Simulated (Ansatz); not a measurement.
**C3H6AlN: up Jacob's ladder to CCSD(T)**

How much do the methods differ for C3H6AlN? The plan is to run it at one geometry with functionals of several rungs and with coupled cluster, and see how far each lands from CCSD(T) at the basis-set limit for the atomisation energy.

The runs use Ansatz 0.2.0, Gaussian basis; functionals in def2-TZVPP, the program's frozen cores in correlated methods.

Levels to be run: PBE-D4, r2SCAN-D4, PBE0-D4, B3LYP-D4, ωB97X-V, ωB97M-V, B2PLYP; CCSD(T)/def2-TZVPP; MP2/def2-QZVPP; extrapolation to the limit.

## 1. Structure used throughout

The geometry comes from an earlier relaxation with PBE0-D4 in a triple-zeta def2 set; it is a stationary point, not always the lowest conformer.

11 atoms, charge 0, spin multiplicity 1.

Atoms are counted from 1 here; the program's logs count them from 0.

Bond lengths: C1–C2 1.495 Å, C1–H6 1.097 Å, C1–H7 1.092 Å, C1–H8 1.093 Å, C2–Al3 1.978 Å, C2–C4 1.422 Å, Al3–N5 2.014 Å, Al3–H9 1.588 Å, Al3–H10 1.583 Å, C4–N5 1.269 Å, C4–H11 1.089 Å. Angles: C2–C1–H6 106.8°, C2–C1–H7 111.3°, C2–C1–H8 114.5°, H6–C1–H7 106.5°, H6–C1–H8 108.2°, H7–C1–H8 109.2°, C1–C2–Al3 129.9°, C1–C2–C4 118.5°, Al3–C2–C4 97.2°, C2–Al3–N5 54.7°, C2–Al3–H9 116.5°, C2–Al3–H10 117.4°, N5–Al3–H9 116.7°, N5–Al3–H10 107.6°, H9–Al3–H10 123.3°, C2–C4–N5 85.8°, C2–C4–H11 140.6°, N5–C4–H11 131.9° and more.

## 2. PBE-D4 (GGA)

The input, in.yaml:

```yaml
crystal:
  periodic: [false, false, false]
  atoms:
    - {symbol: C, position_ang: [-1.247951, -0.696582, 0.579042]}
    - {symbol: C, position_ang: [-0.265544, 0.313037, 0.077439]}
    - {symbol: Al, position_ang: [1.676983, 0.471761, 0.416069]}
    - {symbol: C, position_ang: [-0.226567, 0.587036, -1.317261]}
    - {symbol: N, position_ang: [0.843223, -0.095402, -1.327204]}
    - {symbol: H, position_ang: [-1.952308, -0.159879, 1.225912]}
    - {symbol: H, position_ang: [-0.760705, -1.446735, 1.205849]}
    - {symbol: H, position_ang: [-1.820258, -1.200228, -0.204250]}
    - {symbol: H, position_ang: [2.338992, -0.671953, 1.296931]}
    - {symbol: H, position_ang: [2.342931, 1.890418, 0.189813]}
    - {symbol: H, position_ang: [-0.863198, 0.951428, -2.121539]}
basis:
  gaussian: {orbitals: def2-TZVPP}
hamiltonian: {xc: pbe, dispersion: d4}
output: {forces: true, orbitals: {seedname: orbitals}}
```

Run with:

```bash
> ansatz run in.yaml --threads 4 --pin off --events-out ev --progress --plain --max-ram 10444MiB
```

After this run come: r2SCAN-D4 (meta-GGA); PBE0-D4 (hybrid); B3LYP-D4 (hybrid); ωB97X-V (range-separated); ωB97M-V (range-separated); B2PLYP (double hybrid); CCSD(T) in def2-TZVPP; MP2 in def2-QZVPP.

**Question.** What will the summary of the whole plan be? Wanted: atomisation energy, CCSD(T)/CBS; farthest; mean size of error, hybrid; mean size of error, range-separated; gap, smallest and largest; T1 diagnostic; triples share of the correlation energy.

The runs gave:

| quantity | value |
| --- | --- |
| atomisation energy, CCSD(T)/CBS | 4056.2 kJ/mol |
| functionals within 20.3 kJ/mol (0.5 %) | B3LYP-D4, ωB97X-V, ωB97M-V |
| farthest | PBE-D4 (+124.4 kJ/mol) |
| mean size of error, hybrid | 17.2 kJ/mol |
| mean size of error, range-separated | 14.7 kJ/mol |
| gap, smallest and largest | 3.68 eV (PBE-D4), 10.68 eV (ωB97X-V) |
| T1 diagnostic | 0.0193 |
| triples share of the correlation energy | 4.8 % |

What this shows: PBE-D4 misses by +124.4 kJ/mol. Double hybrids carry the basis error of their MP2 part in triple zeta, and no dispersion term here, so their miss is partly the set-up's. Misses under about 20.3 kJ/mol are within the doubt on the reference itself, which lacks core-valence correlation, relativity and higher excitations. Hartree-Fock recovers 70 % of the binding; the rest is correlation. The gap grows from 3.7 to 10.7 eV across the functionals, mostly with the share of exact exchange.
